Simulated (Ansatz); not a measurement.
# CH9NSSi: the cost of one run

All numbers below are computed with Ansatz 0.2.0 (UKS PBE-D4/6-31G).

## (1) Starting point

Bond lengths: Si1–S2 2.523 Å, Si1–H3 1.468 Å, Si1–H4 1.471 Å, Si1–N5 1.722 Å, Si1–C7 2.182 Å, S2–H8 1.325 Å, N5–H9 1.007 Å, N5–H10 1.007 Å, C7–H11 1.089 Å, C7–H12 1.094 Å, C7–H13 1.087 Å. Angles (14 of 20 angles, heavy atoms first): S2–Si1–N5 121.5°, S2–Si1–C7 83.6°, N5–Si1–C7 154.9°, Si1–S2–H8 96.0°, S2–Si1–H3 89.8°, S2–Si1–H4 92.6°, H3–Si1–N5 93.5°, H3–Si1–C7 86.7°, H4–Si1–N5 93.1°, H4–Si1–C7 84.4°, Si1–N5–H9 123.6°, Si1–N5–H10 123.9°, Si1–C7–H11 117.0°, Si1–C7–H12 131.0°.

Structure file:

```xyz
13

Si   -0.1987   -0.5156    0.1153
S     1.8961    0.3546    1.2209
H     0.6243   -1.2615   -0.8451
H    -1.0633    0.3855    0.8925
N    -0.9989   -1.9283    0.6884
H     1.0391    1.0135   -0.2126
C     0.0669    1.2118   -1.1906
H     1.2853    1.2384    1.9971
H    -0.7075   -2.8647    0.4617
H    -1.6845   -1.9253    1.4264
H    -0.3545    2.1573   -0.8525
H     0.8188    1.4232   -1.9566
H    -0.7231    0.7111   -1.7448
```

## (2) Run 1

150 steps of 0.5 fs at constant energy, with velocities drawn for 100 K.

input.yaml reads:

```yaml
crystal:
  periodic: [false, false, false]
  atoms:
    - { symbol: Si, position_ang: [-0.1987, -0.5156, 0.1153] }
    - { symbol: S, position_ang: [1.8961, 0.3546, 1.2209] }
    - { symbol: H, position_ang: [0.6243, -1.2615, -0.8451] }
    - { symbol: H, position_ang: [-1.0633, 0.3855, 0.8925] }
    - { symbol: "N", position_ang: [-0.9989, -1.9283, 0.6884] }
    - { symbol: H, position_ang: [1.0391, 1.0135, -0.2126] }
    - { symbol: C, position_ang: [0.0669, 1.2118, -1.1906] }
    - { symbol: H, position_ang: [1.2853, 1.2384, 1.9971] }
    - { symbol: H, position_ang: [-0.7075, -2.8647, 0.4617] }
    - { symbol: H, position_ang: [-1.6845, -1.9253, 1.4264] }
    - { symbol: H, position_ang: [-0.3545, 2.1573, -0.8525] }
    - { symbol: H, position_ang: [0.8188, 1.4232, -1.9566] }
    - { symbol: H, position_ang: [-0.7231, 0.7111, -1.7448] }
magnetization:
  spin_polarized: true
basis:
  gaussian: { orbitals: "6-31G" }
hamiltonian:
  xc: pbe
  dispersion: d4
md:
  timestep: 0.5
  n_steps: 150
  ensemble: nve
  temperature: 100.0
  initial_velocities: maxwell_boltzmann
  seed: 750746
```

Command:

```console
> ansatz run input.yaml --threads 1 --pin off --max-ram 2048MiB --backend cpu --events-out ev --progress --plain --runs-dir out
```

Q: Estimate wall time and peak memory on 1 thread of Intel Xeon Platinum 8559C (Emerald Rapids), shared host.

About 7.1 min, with a peak of 0.16 GiB.
